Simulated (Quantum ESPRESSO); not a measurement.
This Quantum ESPRESSO 7.5 run on TlGe4 needs a look.

pw.in

```
&CONTROL
  calculation = 'scf'
  prefix = 'pwscf'
  outdir = './tmp'
  pseudo_dir = './pseudo'
  tprnfor = .true.
  tstress = .true.
  disk_io = 'low'
/
&SYSTEM
  ibrav = 0
  nat = 5
  ntyp = 2
  ecutwfc = 45
  ecutrho = 360
  nbnd = 46
  input_dft = 'vdw-df'
  occupations = 'smearing'
  smearing = 'mp'
  degauss = 0.00999582
  conv_thr = 1d-08
/
&ELECTRONS
  conv_thr = 1d-09
  electron_maxstep = 60
  mixing_beta = 0.5
/
ATOMIC_SPECIES
Tl   204.3800 tl_pbe_v1.2.uspp.F.UPF
Ge    72.6300 ge_pbe_v1.4.uspp.F.UPF
CELL_PARAMETERS angstrom
  -2.2003164300    2.2003164300    5.8387639100
   2.2003164300   -2.2003164300    5.8387639100
   2.2003164300    2.2003164300   -5.8387639100
ATOMIC_POSITIONS crystal
Tl     0.0000000000    0.0000000000    0.0000000000
Ge     0.7500000000    0.2500000000    0.5000000000
Ge     0.3893334900    0.3893334900    0.0000000000
Ge     0.6106665100    0.6106665100    0.0000000000
Ge     0.2500000000    0.7500000000    0.5000000000
K_POINTS automatic
5 5 5 0 0 0
```

Potentials or basis: GBRV 1.5 PBE.

Command:

```sh
$ OMP_NUM_THREADS=1 pw.x -in pw.in > pw.out
```

pw.out:

```text
This program is part of the open-source Quantum ESPRESSO suite
     for quantum simulation of materials; please cite
         "P. Giannozzi et al., J. Phys.:Condens. Matter 21 395502 (2009);
         "P. Giannozzi et al., J. Phys.:Condens. Matter 29 465901 (2017);
         "P. Giannozzi et al., J. Chem. Phys. 152 154105 (2020);
     in publications or presentations arising from this work. More details at

 %%%%%%%%%%%%%%%%%%%%%%%%%%%%%%%%%%%%%%%%%%%%%%%%%%%%%%%%%%%%%%%%%%%%%%%%%%%%%%
     Error in routine  read_namelists (1):
      bad line in namelist &system: "  conv_thr = 1d-08" (error could be in the previous line)
 %%%%%%%%%%%%%%%%%%%%%%%%%%%%%%%%%%%%%%%%%%%%%%%%%%%%%%%%%%%%%%%%%%%%%%%%%%%%%%

     stopping ...
```

Problem. What happened, and what is wrong with the input?

Solution. The program refused the input. The input holds a flaw that was put in on purpose: key in the wrong namelist (conv_thr = 1e-08).
